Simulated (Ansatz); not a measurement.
# GaO₂+ (triplet): the correlation ladder, cc-pVDZ

The task here is to estimate one member of a computed series from the others.

Method: cc-pVDZ, core rule «outside noble gas», up to 16 orbitals frozen; program: Ansatz 0.2.0, Gaussian basis.

To be run: UHF; CCSD(T) on ROHF; CCSD(T) on UHF; BCCD(T) on ROHF; CISD as a restricted active space (open shells left free, so some higher excitations enter); CCSDT(Q) on ROHF; CCSDT(Q) on UHF; CASSCF and MRCISD+Q, 10 electrons in 10 orbitals; CASSCF and NEVPT4(SD), 10 electrons in 10 orbitals; CASSCF and NEVPT2, 10 electrons in 10 orbitals.

30 further runs of the same task are left out: 9 for a known fault of the program, 6 that didn't finish, 15 set aside as unsound or not needed. Runs told in other sessions of the task aren't counted.

### What is computed

The geometry is a PBE0/def2-TZVP stationary point (not a proven minimum) of the parent state, kept for this charge and spin. No spin-orbit coupling is included. The filled d shell of Ga may be among the frozen orbitals whatever the setting's name suggests.

3 atoms, charge 1, spin multiplicity 3.

Atoms are counted from 1 here; the program's logs count them from 0.

Bond lengths: Ga1–O2 1.857 Å, O2–O3 1.292 Å. Angles: Ga1–O2–O3 180.0°.

Geometry (Å):

```xyz
3

Ga    0.0000    0.0000    1.6690
O     0.0000    0.0000   -0.1883
O     0.0000    0.0000   -1.4807
```

Set-up of the first run:

File in.yaml:

```yaml
crystal:
  periodic: [false, false, false]
  atoms:
    - {symbol: Ga, position_ang: [0.000000, 0.000000, 1.669000]}
    - {symbol: O, position_ang: [0.000000, 0.000000, -0.188300]}
    - {symbol: O, position_ang: [0.000000, 0.000000, -1.480700]}
basis:
  gaussian: {orbitals: cc-pVDZ}
total_charge: 1
magnetization: {spin_polarized: true, initial_magnetization: 2}
hamiltonian: {xc: hf}
output: {orbitals: {seedname: orbitals}}
```

On the command line:

```
ansatz run in.yaml --threads 1 --pin off --events-out ev --progress --plain --max-ram 2393MiB
```

Steps of the session up to this table: UHF; CCSD(T) on ROHF; CCSD(T) on UHF; BCCD(T) on ROHF; CISD as a restricted active space (open shells left free, so some higher excitations enter); CCSDT(Q) on ROHF; CCSDT(Q) on UHF; CASSCF and MRCISD+Q, 10 electrons in 10 orbitals; CASSCF and NEVPT4(SD), 10 electrons in 10 orbitals; CASSCF and NEVPT2, 10 electrons in 10 orbitals.

One table of the session follows, with a row left open; its other results are not shown here.

```
            method  from RCCSDT(Q) (kJ/mol)
              ROHF                  +1134.3
               UHF                  +1089.8
              RMP2                    +94.0
              UMP2                   +103.1
             RCCSD                    +45.2
             UCCSD                    +43.2
          RCCSD(T)                     +7.7
          UCCSD(T)                     +7.6
           BCCD(T)                     +8.1
            RCCSDT                     +5.9
            UCCSDT                     +5.7
         RCCSDT(Q)                        0
         UCCSDT(Q)                     -0.6
    CASSCF valence                   +760.9
    NEVPT2 valence                    +91.0
NEVPT4(SD) valence                     +9.6
    MRCISD valence                        ?
  MRCISD+Q valence                     +7.1
```

Q: Estimate the row for MRCISD valence from the others.

**Answer.** from RCCSDT(Q) (kJ/mol): +55.0. In the column «from RCCSDT(Q) (kJ/mol)» it lies between RCCSD (+45.2) and NEVPT2 valence (+91.0).

Not comparable, so not listed: CISD as a restricted active space (open shells left free, so some higher excitations enter) (they don't share determinant, frozen orbitals or solution with the rows shown, or repeat one).

Caveats from the session: Restricted and unrestricted rows rest on different reference determinants; a gap between their highest levels can come from leftover correlation error, from unlike frozen cores or from another state.
